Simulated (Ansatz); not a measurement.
**CH6F2GeSi: up Jacob's ladder to CCSD(T)**

One table from this session's results is given with a row withheld; the runs are named, their logs left out.

The runs use Ansatz 0.2.0, Gaussian basis; functionals in def2-TZVPP, the program's frozen cores in correlated methods.

Levels to be run: PBE-D4, r2SCAN-D4, PBE0-D4, B3LYP-D4, ωB97X-V, ωB97M-V, B2PLYP; CCSD(T)/def2-TZVPP; MP2/def2-QZVPP; extrapolation to the limit.

## The geometry

The geometry comes from an earlier relaxation with PBE0-D4 in a triple-zeta def2 set; it is a stationary point, not always the lowest conformer.

SMILES `[CH3][Ge]([F])([F])[SiH3]`, 11 atoms, charge 0, spin multiplicity 1.

Atoms are counted from 1 here; the program's logs count them from 0.

Bond lengths: C1–Ge2 1.931 Å, C1–H6 1.091 Å, C1–H7 1.091 Å, C1–H8 1.091 Å, Ge2–F3 1.741 Å, Ge2–F4 1.741 Å, Ge2–Si5 2.389 Å, Si5–H9 1.485 Å, Si5–H10 1.482 Å, Si5–H11 1.485 Å. Angles: Ge2–C1–H6 108.5°, Ge2–C1–H7 110.2°, Ge2–C1–H8 110.2°, H6–C1–H7 109.3°, H6–C1–H8 109.3°, H7–C1–H8 109.3°, C1–Ge2–F3 106.8°, C1–Ge2–F4 106.8°, C1–Ge2–Si5 123.2°, F3–Ge2–F4 103.5°, F3–Ge2–Si5 107.5°, F4–Ge2–Si5 107.4°, Ge2–Si5–H9 108.6°, Ge2–Si5–H10 108.8°, Ge2–Si5–H11 108.6°, H9–Si5–H10 110.6°, H9–Si5–H11 109.6°, H10–Si5–H11 110.6°.

Set-up of the first run:

Contents of in.yaml:

```yaml
crystal:
  periodic: [false, false, false]
  atoms:
    - {symbol: C, position_ang: [-1.165069, -1.322436, 0.671587]}
    - {symbol: Ge, position_ang: [0.408248, -0.539241, -0.129494]}
    - {symbol: F, position_ang: [1.772208, -1.079043, 0.807932]}
    - {symbol: F, position_ang: [0.635816, -1.325906, -1.665700]}
    - {symbol: Si, position_ang: [0.665581, 1.809388, -0.482554]}
    - {symbol: H, position_ang: [-1.030545, -2.404025, 0.712674]}
    - {symbol: H, position_ang: [-1.304075, -0.937980, 1.682621]}
    - {symbol: H, position_ang: [-2.047340, -1.091617, 0.073569]}
    - {symbol: H, position_ang: [0.577401, 2.498693, 0.829639]}
    - {symbol: H, position_ang: [1.984152, 2.056480, -1.112736]}
    - {symbol: H, position_ang: [-0.431077, 2.278584, -1.366838]}
basis:
  gaussian: {orbitals: def2-TZVPP}
hamiltonian: {xc: pbe, dispersion: d4}
output: {forces: true, orbitals: {seedname: orbitals}}
```

Launch:

```bash
> ansatz run in.yaml --threads 2 --pin off --events-out ev --progress --plain --max-ram 22528MiB --backend cpu
```

Among the steps run: PBE-D4 (GGA); r2SCAN-D4 (meta-GGA); PBE0-D4 (hybrid); B3LYP-D4 (hybrid); ωB97X-V (range-separated); ωB97M-V (range-separated); B2PLYP (double hybrid); CCSD(T) in def2-TZVPP; MP2 in def2-QZVPP.

One of the session's tables, all rows but one given; the rest of the session is left out.

| method | atomisation energy (kJ/mol) |
| --- | --- |
| PBE-D4 | 3782.6 |
| r2SCAN-D4 | 3770.5 |
| PBE0-D4 | 3726.2 |
| B3LYP-D4 | 3742.0 |
| ωB97X-V | 3785.5 |
| ωB97M-V | 3752.8 |
| B2PLYP | 3716.7 |
| HF/def2-TZVPP | 2801.8 |
| MP2/def2-TZVPP | 3736.8 |
| CCSD/def2-TZVPP | 3643.5 |
| CCSD(T)/def2-TZVPP | 3691.1 |
| MP2/CBS | 3822.8 |
| CCSD(T)/CBS | ? |

Estimate the missing values for CCSD(T)/CBS.

**Answer.** atomisation energy (kJ/mol): 3777.1. In the column «atomisation energy (kJ/mol)» it lies between r2SCAN-D4 (3770.5) and PBE-D4 (3782.6).
